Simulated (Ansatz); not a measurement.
HPbNO4:

```
H Pb N O
1.0
     4.12040   -0.00081   -0.01120
     0.00404    6.42722    0.05360
     0.02791    3.20707    7.74994
H Pb N O
2 2 2 8
Cartesian
  3.7380 2.9684 3.7875
  1.6795 6.6644 4.0009
  1.6467 4.2515 5.4933
  3.6983 5.3813 2.2951
  2.6193 1.9491 1.6102
  0.5769 7.6848 6.1852
  3.7590 3.8553 4.2210
  2.2235 3.1363 1.5259
  2.2071 1.0645 0.8217
  3.4590 1.6183 2.5274
  1.6973 5.7776 3.5672
  0.1804 6.4980 6.2725
  0.1698 8.5703 6.9754
  1.4117 8.0143 5.2631
```

The cell was built by a generator and needn't be a form met in nature.

Base run:

```yaml
Program: Ansatz 0.2.0
Functional: LDA
Potentials_or_basis: Ansatz PAW
Cutoff: "420 eV (not typed: the program's choice for these potentials)"
k_mesh: 7 × 5 × 4
Occupations: fermi-dirac, width 0.05 eV
Spin: no spin polarisation
```

Its results: band gap on the k mesh 3.21 eV, indirect (least direct gap 3.29 eV); pressure -6.0 GPa; largest force 1.027 eV/Å.

The run is repeated on the same cell with these changes: functional from LDA to HSE06; k mesh from 7 × 5 × 4 to 3 × 2 × 2. What comes out?

Band gap on the k mesh 4.76 eV, indirect (least direct gap 4.91 eV); pressure -4.3 GPa; largest force 1.516 eV/Å.

Several settings changed at once, so the effect can't be laid on one alone.

Caveats: some runs use coarse meshes; spin-orbit coupling is left out, which as a rule narrows the gap of such compounds by several tenths of an eV; the PAW data sets come from PBE, with cores solved anew for the run's functional, which leaves a small shift of forces and pressure; forces of over 1 eV/Å show positions far from the minimum, so gaps and moduli don't describe the material at rest; odd divisions of the mesh miss points on the zone boundary, where band edges often lie, so the gap on the mesh can be too wide (some runs); the thresholds are loose for stress (some runs).
